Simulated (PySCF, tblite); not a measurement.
# C₄H₈ClFSi₂: geometry, infrared bands and NMR shifts

What infrared bands and NMR shifts should C₄H₈ClFSi₂ (`F[SiH2][SiH2]C1=C(Cl)CC1`) show?

Computed with tblite 0.8.0 and PySCF 2.14.0, with density-fitted response routines of our own, on a single molecule in the gas phase. Atoms are numbered from 0 throughout.

## Step 1: The molecule as given

16 atoms, charge 0, multiplicity 1; geometry from: force field or distance geometry start.

Bonds of the start (Å): F0–Si1 1.71, Si1–Si2 2.22, Si2–C3 1.85, C3–C4 1.29, C4–Cl5 1.78, C4–C6 1.45, C6–C7 1.48, C7–C3 1.47, Si1–H8 1.48, Si1–H9 1.44, Si2–H10 1.48, Si2–H11 1.46, C6–H12 1.10, C6–H13 1.11, C7–H14 1.12, C7–H15 1.12.

## Step 2: Geometry optimisation with GFN2-xTB

The job: settings as JSON, then the geometry in Å.

```
{"job": {"kind": "relax", "xc": "GFN2-xTB", "basis": "xTB"}, "charge": 0, "multiplicity": 1}
F      4.287400    -0.225700    -0.208000
Si     2.749000     0.510000    -0.122500
Si     1.152700    -1.022100    -0.009900
C     -0.529500    -0.274200     0.157400
C     -1.005800     0.919500     0.113900
Cl    -0.228600     2.490300    -0.192900
C     -2.393200     0.565400     0.359600
C     -1.866000    -0.819300     0.440600
H      2.649500     1.345600     1.095000
H      2.638000     1.381500    -1.268100
H      1.294100    -1.942400     1.136300
H      1.214300    -1.838300    -1.214200
H     -3.120000     0.686300    -0.457800
H     -2.741200     1.018700     1.310200
H     -2.160300    -1.471000    -0.415400
H     -1.948000    -1.315300     1.444000
```

The run is started by

```bash
> OMP_NUM_THREADS=1 python probes_run.py task.json out
```

The driver reads the jobs from task.json and runs them one after another.

**Question.** This job is followed by: GFN2-xTB harmonic vibrations, gas phase; GIAO PBE0/pcSseg-1 NMR shielding, non-relativistic, gas phase. Predict these results of the whole session: strongest single infrared mode (GFN2-xTB); zero-point energy (GFN2-xTB); ¹³C shifts against TMS (PBE0/pcSseg-1); ¹H shifts against TMS (PBE0/pcSseg-1, means over atoms taken as alike); ¹⁹F shifts against CFCl3 (PBE0/pcSseg-1); ²⁹Si shifts against TMS (PBE0/pcSseg-1); ³⁵Cl shifts against HCl (PBE0/pcSseg-1).

The runs gave:

```
                                                              quantity                         value
                             strongest single infrared mode (GFN2-xTB)          655 cm⁻¹, 620 km/mol
                                          zero-point energy (GFN2-xTB)                 64.1 kcal/mol
                                ¹³C shifts against TMS (PBE0/pcSseg-1)  158.6, 148.8, 42.1, 30.5 ppm
¹H shifts against TMS (PBE0/pcSseg-1, means over atoms taken as alike)    5.86, 4.23, 2.92, 2.43 ppm
                              ¹⁹F shifts against CFCl3 (PBE0/pcSseg-1)                    -255.7 ppm
                               ²⁹Si shifts against TMS (PBE0/pcSseg-1)                4.6, -97.7 ppm
                               ³⁵Cl shifts against HCl (PBE0/pcSseg-1)                       269 ppm
```

**Reading.** Relaxing lowered the energy by 0.682 eV in 57 steps; the close pair that moved most is Si1–Si2, from 2.215 to 2.304 Å. No mode is imaginary among the 42: a minimum at this level. The strongest single mode, at 655 cm⁻¹, is carried by H11, H10, H9, Si2. Unscaled tight-binding wavenumbers are off by several per cent, some by more. Its intensities can rank the bands wrongly. At PBE0/pcSseg-1: The widest tensor belongs to Cl5: span 521 ppm, with a paramagnetic part of -469 ppm.
